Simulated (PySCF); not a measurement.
**C₅H₁₁B: runs on many settings**

Aim: see how C₅H₁₁B (`CB1CCCC1`) answers to the choice of functional, basis, grid and SCF options.

Programs: PySCF 2.14.0, with density-fitted response routines of our own. Each step states its level of theory. These are calculated values for one molecule, in the gas phase or a continuum, unless marked as measured. Atoms are numbered from 0 throughout.

## 1. The starting structure

17 atoms, charge 0, multiplicity 1; geometry from: GFN2-xTB.

Bonds of the start (Å): C0–B1 1.57, B1–C2 1.58, C2–C3 1.54, C3–C4 1.53, C4–C5 1.54, C5–B1 1.58, C0–H6 1.09, C0–H7 1.09, C0–H8 1.09, C2–H9 1.09, C2–H10 1.09, C3–H11 1.09, C3–H12 1.09, C4–H13 1.09, C4–H14 1.09, C5–H15 1.09, C5–H16 1.09.

## 2. Shielding tensors: PBE0/pcSseg-1

Job settings and geometry (Å):

```
{"job": {"kind": "nmr", "xc": "PBE0", "basis": "pcSseg-1"}, "charge": 0, "multiplicity": 1}
C      2.316407     0.406727    -0.285815
B      0.777077     0.144840    -0.123809
C     -0.348350     1.221449     0.146138
C     -1.668813     0.452148    -0.024055
C     -1.351682    -0.982317     0.402355
C      0.054714    -1.260698    -0.151778
H      2.554202     1.401789    -0.654498
H      2.807669    -0.321303    -0.927749
H      2.789053     0.316799     0.692992
H     -0.321797     2.121783    -0.468035
H     -0.262641     1.562878     1.182459
H     -2.488156     0.880439     0.554680
H     -1.959018     0.460724    -1.076991
H     -1.326404    -1.037910     1.492827
H     -2.098836    -1.692432     0.045570
H      0.547361    -2.075549     0.379049
H     -0.027785    -1.587338    -1.193250
```

Method: GIAO PBE0/pcSseg-1 NMR shielding, non-relativistic, gas phase.

On the command line:

```console
OMP_NUM_THREADS=1 python probes_run.py task.json out
```

One launch serves the whole session: the jobs run in the order shown.

The log of the run:

```text
coarse grid: 13336 points
cycle   1  E = -221.6033436467  dE =  5.297e-01  |g| = 5.035e-01  |ddm| = 3.467e+00
cycle   2  E = -221.5857120754  dE =  1.763e-02  |g| = 5.753e-01  |ddm| = 9.719e-01
cycle   3  E = -221.6725923528  dE = -8.688e-02  |g| = 4.261e-02  |ddm| = 5.607e-01
cycle   4  E = -221.6729303374  dE = -3.380e-04  |g| = 1.833e-02  |ddm| = 5.222e-02
cycle   5  E = -221.6730093332  dE = -7.900e-05  |g| = 4.353e-03  |ddm| = 1.792e-02
cycle   6  E = -221.6730140596  dE = -4.726e-06  |g| = 6.490e-04  |ddm| = 4.360e-03
final grid: 126344 points
cycle   7  E = -221.7068272870  dE = -3.823e-05  |g| = 8.702e-03  |ddm| = 2.707e-02
cycle   8  E = -221.7068197829  dE =  7.504e-06  |g| = 1.032e-02  |ddm| = 1.657e-02
cycle   9  E = -221.7068471428  dE = -2.736e-05  |g| = 5.167e-04  |ddm| = 9.216e-03
cycle  10  E = -221.7068471986  dE = -5.582e-08  |g| = 1.691e-04  |ddm| = 5.606e-04
cycle  11  E = -221.7068472056  dE = -7.029e-09  |g| = 2.936e-05  |ddm| = 1.513e-04
cycle  12  E = -221.7068472058  dE = -2.073e-10  |g| = 5.518e-06  |ddm| = 3.761e-05
converged SCF energy = -221.7068472058

GIAO shielding tensors (ppm)
atom      isotropic    diamagn.    paramagn.     s11        s22        s33       span
  0 C      177.360     251.902     -74.542    156.291    183.265    192.523     36.231
  1 B        4.417     186.824    -182.407    -46.568    -45.463    105.281    151.849
  2 C      154.391     252.478     -98.086    146.078    148.323    168.774     22.696
  3 C      155.324     247.887     -92.563    130.431    162.506    173.037     42.606
  4 C      155.213     247.922     -92.709    130.488    162.398    172.752     42.265
  5 C      154.113     252.460     -98.347    142.805    150.232    169.303     26.498
  6 H       30.453      29.880       0.573     26.221     29.400     35.737      9.516
  7 H       30.496      29.787       0.709     26.397     29.427     35.662      9.265
  8 H       31.155      29.276       1.879     27.672     28.600     37.194      9.522
  9 H       30.071      31.258      -1.186     25.315     29.321     35.578     10.264
 10 H       30.762      31.281      -0.519     25.823     29.605     36.858     11.035
 11 H       29.628      30.119      -0.490     24.702     27.791     36.392     11.690
 12 H       30.269      31.168      -0.899     25.530     28.849     36.429     10.899
 13 H       30.351      31.253      -0.902     25.633     28.895     36.524     10.892
 14 H       29.618      30.099      -0.481     24.707     27.777     36.371     11.664
 15 H       30.062      31.345      -1.283     25.555     29.314     35.318      9.763
 16 H       30.813      31.221      -0.408     25.751     29.613     37.076     11.325
```

It took 35 s on 1 thread of Arm Neoverse N1, shared host; peak memory 0.73 GiB.

Shifts follow as δ = σ(reference) − σ, with reference shieldings (ppm) from runs at the same level and on the same kind of geometry: 1H TMS 31.72, 13C TMS 186.9, 11B BF3·OEt2 100.1. The references are single molecules in the gas phase. Atoms listed in one row are averaged.

```tsv
atoms	environment	σ (ppm)	δ (ppm)	δ scaled to CDCl3
C2, C5	sp3 CH2 bonded to B	154.3	32.7	30.0
C3, C4	sp3 CH2 in a ring	155.3	31.7	29.0
C0	methyl carbon bonded to B	177.4	9.6	7.4
H11, H12, H13, H14	hydrogen on an sp3 CH2 in a ring	29.97	1.75	1.76
H9, H10, H15, H16	hydrogen on an sp3 CH2 bonded to B	30.43	1.29	1.32
H6, H7, H8	hydrogen on a methyl carbon bonded to B	30.70	1.02	1.06
B1	boron bonded to 3 C, in a 5-membered ring	4.4	95.7	–
```

The scaled column applies a straight-line fit of computed shieldings to shifts measured in CDCl3 (root-mean-square error 0.16 ppm for H, 1.9 ppm for C).

Charges from the same density, by scheme (e):

```tsv
atoms	Mulliken	IAO	Hirshfeld	ESP fit
C0	-0.50	-0.58	-0.20	-0.85
B1	0.52	0.34	0.21	0.58
C2, C5	-0.47	-0.42	-0.15	-0.25
C3, C4	-0.21	-0.25	-0.07	-0.01
```

Mayer bond orders: C0–B1 1.09, B1–C2 0.98, C2–C3 1.05, C3–C4 1.03, C4–C5 1.05, C5–B1 0.98.

Ring of atoms B1, C2, C3, C4, C5: NICS(0) 0.4, NICS(1) -3.2, NICS(1)zz -2.9 ppm (means of both faces).

## 3. Ultraviolet spectrum: PBE0/def2-SVPD

The job, as its differences from that of step 2:

```diff
@@ -1,2 +1,2 @@
-{"job": {"kind": "nmr", "xc": "PBE0", "basis": "pcSseg-1"}, "charge": 0, "multiplicity": 1}
+{"job": {"kind": "uv", "xc": "PBE0", "basis": "def2-SVPD", "nstates": 6, "ntriplets": 2}, "charge": 0, "multiplicity": 1}
 C      2.316407     0.406727    -0.285815
```

Method: TDDFT PBE0/def2-SVPD, vertical, gas phase, core orbitals frozen in the response.

The log of the run:

```text
coarse grid: 13336 points
cycle   1  E = -221.4903154109  dE =  4.758e-01  |g| = 4.886e-01  |ddm| = 5.786e+00
cycle   2  E = -221.4715132133  dE =  1.880e-02  |g| = 5.642e-01  |ddm| = 1.496e+00
cycle   3  E = -221.5571450196  dE = -8.563e-02  |g| = 4.409e-02  |ddm| = 7.248e-01
cycle   4  E = -221.5575373941  dE = -3.924e-04  |g| = 1.927e-02  |ddm| = 1.162e-01
cycle   5  E = -221.5576285975  dE = -9.120e-05  |g| = 4.245e-03  |ddm| = 3.011e-02
cycle   6  E = -221.5576332634  dE = -4.666e-06  |g| = 7.194e-04  |ddm| = 9.162e-03
final grid: 126344 points
cycle   7  E = -221.5907141932  dE = -3.966e-05  |g| = 8.518e-03  |ddm| = 1.111e-01
cycle   8  E = -221.5907066151  dE =  7.578e-06  |g| = 1.011e-02  |ddm| = 2.470e-02
cycle   9  E = -221.5907336141  dE = -2.700e-05  |g| = 5.456e-04  |ddm| = 1.298e-02
cycle  10  E = -221.5907336820  dE = -6.782e-08  |g| = 1.605e-04  |ddm| = 1.197e-03
cycle  11  E = -221.5907336884  dE = -6.446e-09  |g| = 3.387e-05  |ddm| = 2.719e-04
cycle  12  E = -221.5907336887  dE = -2.973e-10  |g| = 7.211e-06  |ddm| = 9.656e-05
converged SCF energy = -221.5907336887

Static polarisability (au): isotropic 70.923, principal 60.304 72.082 80.383

Singlet excitations
state   eV       nm        f      main configurations
  1   5.8446    212.1   0.00011   H->L 0.99
  2   6.3647    194.8   0.00038   H-1->L 0.97
  3   7.2923    170.0   0.03705   H-2->L 0.88, H->L+1 0.10
  4   7.3407    168.9   0.00828   H->L+1 0.88, H-2->L 0.10
  5   7.4679    166.0   0.00264   H-3->L 0.98
  6   7.4890    165.6   0.00600   H-4->L 0.99

Triplet excitations (Tamm-Dancoff, eV): 5.2661 5.8216
```

It took 53 s on 1 thread of Arm Neoverse N1, shared host; peak memory 0.85 GiB.

The orbitals next to the gap, with their largest atomic shares:

```tsv
orbital	eV	atoms
HOMO−3	-9.16	C4 27 %, C3 27 %, C5 11 %
HOMO−2	-8.88	C4 20 %, C3 20 %, H13 12 %
HOMO−1	-8.54	B1 24 %, C0 24 %, C2 10 %
HOMO	-8.00	B1 24 %, C5 22 %, C2 22 %
LUMO	-0.34	B1 42 %, C2 13 %, C5 12 %
LUMO+1	0.44	B1 42 %, C0 7 %, H16 4 %
LUMO+2	1.24	C3 12 %, C4 12 %, C0 11 %
```

With each of the 6 states as a Gaussian band of 0.4 eV half-width at 1/e, the curve within the window shown has maxima at 169 nm (ε 2,100) L/(mol cm). Beyond the last state computed it falls off for lack of states. The curve at chosen wavelengths:

| nm | ε (L/mol/cm) |
| --- | --- |
| 159 | 611 |
| 162 | 1174 |
| 165 | 1758 |
| 168 | 2099 |
| 171 | 2038 |
| 174 | 1640 |
| 177 | 1115 |
| 181 | 528 |
| 184 | 261 |
| 187 | 119 |
| 190 | 55 |
| 193 | 30 |
| 196 | 21 |
| 199 | 17 |
| 202 | 14 |
| 205 | 12 |
| 208 | 10 |
| 211 | 8 |
| 214 | 6 |
| 218 | 5 |
| 221 | 4 |
| 224 | 3 |
| 227 | 2 |
| 230 | 1 |
| 233 | 1 |
| 236 | 0 |

Further results of this job:

```tsv
property	computed
dipole moment (D)	0.20
polarisability (Å³)	10.51
HOMO–LUMO gap (eV)	7.66
−ε(HOMO) (eV)	8.00
```

## 4. Nuclear shieldings: HSE06/pcSseg-1

The job, as its differences from that of step 3:

```diff
@@ -1,2 +1,2 @@
-{"job": {"kind": "uv", "xc": "PBE0", "basis": "def2-SVPD", "nstates": 6, "ntriplets": 2}, "charge": 0, "multiplicity": 1}
+{"job": {"kind": "nmr", "xc": "HSE06", "basis": "pcSseg-1", "pop": true, "scf": {"damp": 0.2}}, "charge": 0, "multiplicity": 1}
 C      2.316407     0.406727    -0.285815
```

Level: GIAO HSE06/pcSseg-1 NMR shielding, non-relativistic, gas phase.

The log of the run:

```text
damping 0.20 in the first 6 cycles
final grid: 126344 points
cycle   1  E = -221.6454076644  dE =  4.760e-01  |g| = 5.364e-01  |ddm| = 3.477e+00
cycle   2  E = -221.6772754997  dE = -3.187e-02  |g| = 4.283e-01  |ddm| = 8.701e-01
cycle   3  E = -221.6927063181  dE = -1.543e-02  |g| = 3.563e-01  |ddm| = 7.203e-01
cycle   4  E = -221.7017556315  dE = -9.049e-03  |g| = 3.013e-01  |ddm| = 6.079e-01
cycle   5  E = -221.7080116437  dE = -6.256e-03  |g| = 2.599e-01  |ddm| = 5.312e-01
cycle   6  E = -221.6933325681  dE =  1.468e-02  |g| = 3.505e-01  |ddm| = 5.857e-01
cycle   7  E = -221.6683933790  dE =  2.494e-02  |g| = 4.716e-01  |ddm| = 7.698e-01
cycle   8  E = -221.7254008407  dE = -5.701e-02  |g| = 1.529e-02  |ddm| = 4.211e-01
cycle   9  E = -221.7254529972  dE = -5.216e-05  |g| = 5.992e-03  |ddm| = 1.743e-02
cycle  10  E = -221.7254622587  dE = -9.262e-06  |g| = 3.771e-04  |ddm| = 5.366e-03
cycle  11  E = -221.7254622729  dE = -1.419e-08  |g| = 1.839e-04  |ddm| = 5.080e-04
cycle  12  E = -221.7254622818  dE = -8.818e-09  |g| = 3.429e-05  |ddm| = 2.167e-04
cycle  13  E = -221.7254622820  dE = -2.774e-10  |g| = 9.242e-06  |ddm| = 3.354e-05
converged SCF energy = -221.7254622820

GIAO shielding tensors (ppm)
atom      isotropic    diamagn.    paramagn.     s11        s22        s33       span
  0 C      176.847     251.779     -74.932    155.898    182.685    191.958     36.060
  1 B        4.310     187.001    -182.691    -46.408    -45.259    104.597    151.005
  2 C      153.723     252.370     -98.647    145.497    147.568    168.104     22.607
  3 C      154.488     247.847     -93.358    129.548    161.675    172.243     42.695
  4 C      154.373     247.882     -93.509    129.603    161.565    171.950     42.347
  5 C      153.442     252.355     -98.913    142.195    149.484    168.648     26.453
  6 H       30.465      29.886       0.580     26.240     29.418     35.739      9.499
  7 H       30.508      29.793       0.715     26.418     29.444     35.661      9.243
  8 H       31.163      29.288       1.875     27.697     28.618     37.174      9.476
  9 H       30.080      31.250      -1.171     25.344     29.335     35.560     10.216
 10 H       30.770      31.283      -0.512     25.853     29.622     36.835     10.982
 11 H       29.631      30.093      -0.462     24.726     27.806     36.360     11.634
 12 H       30.275      31.173      -0.899     25.550     28.868     36.406     10.856
 13 H       30.356      31.260      -0.904     25.652     28.914     36.501     10.849
 14 H       29.621      30.073      -0.453     24.731     27.792     36.339     11.608
 15 H       30.070      31.338      -1.268     25.584     29.327     35.299      9.715
 16 H       30.821      31.222      -0.400     25.781     29.629     37.054     11.272
```

It took 65 s on 1 thread of Arm Neoverse N1, shared host; peak memory 0.78 GiB.

Key values: δ C2 32.6, C3 31.8, C0 9.4, B1 95.4, H11 1.75, H9 1.28 ppm (means over like atoms).

## 5. Nuclear shieldings: PBE0/IGLO-II

The job, as its differences from that of step 4:

```diff
@@ -1,2 +1,2 @@
-{"job": {"kind": "nmr", "xc": "HSE06", "basis": "pcSseg-1", "pop": true, "scf": {"damp": 0.2}}, "charge": 0, "multiplicity": 1}
+{"job": {"kind": "nmr", "xc": "PBE0", "basis": "IGLO-II", "pop": false, "scf": {"conv": 1e-07}}, "charge": 0, "multiplicity": 1}
 C      2.316407     0.406727    -0.285815
```

Method: GIAO PBE0/IGLO-II NMR shielding, non-relativistic, gas phase.

The log of the run:

```text
final grid: 126344 points
cycle   1  E = -221.7222956776  dE =  5.230e-01  |g| = 5.092e-01  |ddm| = 2.938e+00
cycle   2  E = -221.7040467397  dE =  1.825e-02  |g| = 5.792e-01  |ddm| = 8.642e-01
cycle   3  E = -221.7912520467  dE = -8.721e-02  |g| = 4.559e-02  |ddm| = 4.962e-01
cycle   4  E = -221.7915975099  dE = -3.455e-04  |g| = 2.346e-02  |ddm| = 5.722e-02
cycle   5  E = -221.7917250388  dE = -1.275e-04  |g| = 4.470e-03  |ddm| = 1.950e-02
cycle   6  E = -221.7917298401  dE = -4.801e-06  |g| = 7.901e-04  |ddm| = 3.853e-03
cycle   7  E = -221.7917299963  dE = -1.562e-07  |g| = 2.517e-04  |ddm| = 9.891e-04
cycle   8  E = -221.7917300134  dE = -1.714e-08  |g| = 2.598e-05  |ddm| = 2.637e-04
converged SCF energy = -221.7917300134

GIAO shielding tensors (ppm)
atom      isotropic    diamagn.    paramagn.     s11        s22        s33       span
  0 C      180.455     242.982     -62.527    160.107    186.059    195.199     35.092
  1 B        7.840     192.763    -184.923    -41.452    -40.260    105.231    146.683
  2 C      156.842     245.218     -88.376    149.003    150.488    171.034     22.031
  3 C      157.243     243.327     -86.084    132.295    164.510    174.924     42.629
  4 C      157.118     243.433     -86.314    132.333    164.416    174.606     42.272
  5 C      156.556     245.290     -88.734    145.863    152.159    171.647     25.783
  6 H       30.926      29.403       1.523     26.739     29.912     36.128      9.389
  7 H       30.962      29.323       1.639     26.919     29.946     36.022      9.103
  8 H       31.690      28.857       2.834     28.319     29.283     37.469      9.151
  9 H       30.408      30.606      -0.197     25.677     29.771     35.777     10.099
 10 H       31.094      30.660       0.434     26.120     30.042     37.119     10.998
 11 H       29.989      30.087      -0.099     25.144     28.296     36.527     11.383
 12 H       30.561      30.878      -0.317     25.745     29.265     36.672     10.928
 13 H       30.626      30.944      -0.318     25.829     29.284     36.766     10.936
 14 H       29.977      30.097      -0.120     25.142     28.278     36.513     11.371
 15 H       30.380      30.665      -0.285     25.880     29.749     35.512      9.633
 16 H       31.156      30.660       0.496     26.079     30.048     37.340     11.261
```

Run time: 36 s. Hardware: 1 thread of Arm Neoverse N1, shared host; peak memory 0.78 GiB.

In short: δ C2 32.3, C3 31.8, C0 8.6, B1 95.2, H11 1.81, H9 1.34 ppm (means over like atoms).

## 6. Shielding tensors: mPW1PW91/6-31G* in dimethylsulfoxide

The job, as its differences from that of step 5:

```diff
@@ -1,2 +1,2 @@
-{"job": {"kind": "nmr", "xc": "PBE0", "basis": "IGLO-II", "pop": false, "scf": {"conv": 1e-07}}, "charge": 0, "multiplicity": 1}
+{"job": {"kind": "nmr", "xc": "mPW1PW91", "basis": "6-31G*", "solvent": "dimethylsulfoxide", "pop": false, "scf": {"guess": "vsap"}}, "charge": 0, "multiplicity": 1}
 C      2.316407     0.406727    -0.285815
```

Level: GIAO mPW1PW91/6-31G* NMR shielding, non-relativistic, IEF-PCM dimethylsulfoxide.

The log of the run:

```text
final grid: 126344 points
cycle   1  E = -218.7835142897  dE =  9.945e-01  |g| = 3.237e+00  |ddm| = 1.072e+01
cycle   2  E = -218.2646904651  dE =  5.188e-01  |g| = 3.660e+00  |ddm| = 1.085e+01
cycle   3  E = -221.9293164782  dE = -3.665e+00  |g| = 3.647e-01  |ddm| = 3.038e+00
cycle   4  E = -221.9460176536  dE = -1.670e-02  |g| = 2.734e-01  |ddm| = 5.142e-01
cycle   5  E = -221.9655220845  dE = -1.950e-02  |g| = 1.472e-02  |ddm| = 2.343e-01
cycle   6  E = -221.9655690348  dE = -4.695e-05  |g| = 5.952e-03  |ddm| = 2.005e-02
cycle   7  E = -221.9655781929  dE = -9.158e-06  |g| = 1.245e-03  |ddm| = 6.556e-03
cycle   8  E = -221.9655786363  dE = -4.434e-07  |g| = 1.798e-04  |ddm| = 1.379e-03
cycle   9  E = -221.9655786426  dE = -6.370e-09  |g| = 9.192e-05  |ddm| = 2.478e-04
cycle  10  E = -221.9655786449  dE = -2.213e-09  |g| = 9.889e-06  |ddm| = 9.385e-05
cycle  11  E = -221.9655786449  dE = -2.632e-11  |g| = 1.180e-06  |ddm| = 1.240e-05
converged SCF energy = -221.9655786449

GIAO shielding tensors (ppm)
atom      isotropic    diamagn.    paramagn.     s11        s22        s33       span
  0 C      188.193     250.575     -62.383    171.182    192.027    201.369     30.187
  1 B       26.577     188.951    -162.374    -18.967    -16.689    115.386    134.353
  2 C      167.026     248.173     -81.147    159.949    161.680    179.449     19.499
  3 C      166.849     245.140     -78.291    144.194    173.693    182.660     38.466
  4 C      166.777     245.263     -78.487    144.174    173.624    182.532     38.358
  5 C      166.810     248.201     -81.392    157.698    162.602    180.129     22.431
  6 H       31.264      29.770       1.494     27.162     30.416     36.215      9.053
  7 H       31.279      29.690       1.589     27.274     30.439     36.125      8.851
  8 H       31.858      29.338       2.520     28.537     29.613     37.424      8.887
  9 H       30.733      30.222       0.511     25.931     30.162     36.106     10.175
 10 H       31.218      30.281       0.937     26.270     30.206     37.180     10.910
 11 H       30.363      29.991       0.372     25.593     28.803     36.692     11.100
 12 H       30.732      30.683       0.049     26.068     29.503     36.625     10.557
 13 H       30.789      30.746       0.042     26.149     29.514     36.704     10.555
 14 H       30.354      30.013       0.341     25.592     28.789     36.681     11.089
 15 H       30.704      30.312       0.392     26.118     30.141     35.853      9.735
 16 H       31.276      30.255       1.021     26.202     30.229     37.398     11.196
```

Wall time 21 s (1 thread of Arm Neoverse N1, shared host); peak memory 0.74 GiB.

This run: σ C3 166.8, C2 166.9, C0 188.2, B1 26.6, H11 30.56, H9 30.98 ppm (means over like atoms).

## 7. Side by side: NMR shifts

Isotropic shieldings (ppm), means over like atoms, with basis size and wall time:

```tsv
run	C2	C3	C0	H11	H9	H6	B1	functions	time
PBE0/pcSseg-1	154.3	155.3	177.4	29.97	30.43	30.70	4.4	157	35 s
HSE06/pcSseg-1	153.6	154.4	176.8	29.97	30.44	30.71	4.3	157	65 s
PBE0/IGLO-II	156.7	157.2	180.5	30.29	30.76	31.19	7.8	198	36 s
mPW1PW91/6-31G* in dimethylsulfoxide	166.9	166.8	188.2	30.56	30.98	31.47	26.6	106	21 s
```

## 8. Summary of results

| quantity | value |
| --- | --- |
| 13C shifts against TMS (PBE0/pcSseg-1, means over atoms taken as alike) | 32.7, 31.7, 9.6 ppm |
| 1H shifts against TMS (PBE0/pcSseg-1, means over atoms taken as alike) | 1.75, 1.29, 1.02 ppm |
| 11B shifts against BF3·OEt2 (PBE0/pcSseg-1) | 95.7 ppm |
| lowest singlet (PBE0/def2-SVPD) | 5.84 eV (212 nm), f = 0.000 |
| brightest single state of those computed | state 3, 7.29 eV, f = 0.037 |
| lowest triplet | 5.27 eV |
| range of the shielding of B1 | 4.3 to 26.6 ppm |

What this shows: Single values in the summary come from the first run of each kind that ended normally (PBE0/pcSseg-1; PBE0/def2-SVPD), which need not be the best level. At PBE0/pcSseg-1: Shielding is most anisotropic at B1 (span 152 ppm, paramagnetic term -182 ppm). The first singlet state (HOMO→LUMO 0.99) lies at 5.84 eV and is dark; of the 6 states computed, the strongest absorption comes from state 3 at 7.29 eV. The lowest triplet lies 0.58 eV below the lowest singlet (triplets in Tamm-Dancoff, singlets in full TDDFT). In ppm, B1 moves most: its shielding spreads over 22.3 ppm, from 4.3 (HSE06/pcSseg-1) to 26.6 (mPW1PW91/6-31G* in dimethylsulfoxide).
